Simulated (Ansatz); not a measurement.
Runs of Ansatz 0.2.0 on RuCl2. It takes space group P-3m1 (No. 164, trigonal). Conventional cell: a = 3.550 Å, b = 3.550 Å, c = 5.726 Å, α = 90.00°, β = 90.00°, γ = 120.00°. Ru (site symmetry -3m) has 6 Cl at 2.51 Å as nearest neighbours. Cl (site symmetry 3m) has 3 Ru at 2.51 Å as nearest neighbours. The cell comes from a database or a generator and needn't be the stable form of this composition.

```csv
level,spin,U,fixed moment (μB),hubbard projectors,double counting,gap on the mesh (eV),pressure (GPa),moment (μB),largest force (eV/Å)
PBE+U,"collinear, ferromagnetic start",Ru d U = 4 eV,-,ortho-atomic (the default),fll (the default),2.88,-2.9,0.00,1.15
PBEsol,"collinear, ferromagnetic start",-,1,-,-,-,(a),1.00,1.20
PBE,"collinear, ferromagnetic start",-,4,-,-,-,8.8,4.00,0.93
PBE+U,"collinear, random start",Ru d U = 4 eV,-,ortho-atomic (the default),fll (the default),2.88,-2.9,0.00,1.15
PBE+U,off,Ru d U = 4 eV,-,ortho-atomic (the default),fll (the default),2.88,-2.9,-,1.15
```

Alike in all rows: task single point; potentials or basis Ansatz PAW; cell as given; k mesh 6 × 6 × 4; cutoff (eV) 420; smearing gaussian 0.05 eV.

Fill in the values left out.

(a) -8.5.

Caveats: forces of over 1 eV/Å show positions far from the minimum, so gaps and moduli don't describe the material at rest (some runs); the magnetic or orbital state may not be the lowest (some runs); the starting moments weren't kept (some runs); the total moment is fixed, so each spin has its own Fermi level (some runs); the thresholds are loose for stress (some runs); the PAW data sets come from PBE, with cores solved anew for the run's functional, which leaves a small shift of forces and pressure (some runs).

A k mesh can miss the band edges, and the runs leave out spin-orbit coupling on Ru.
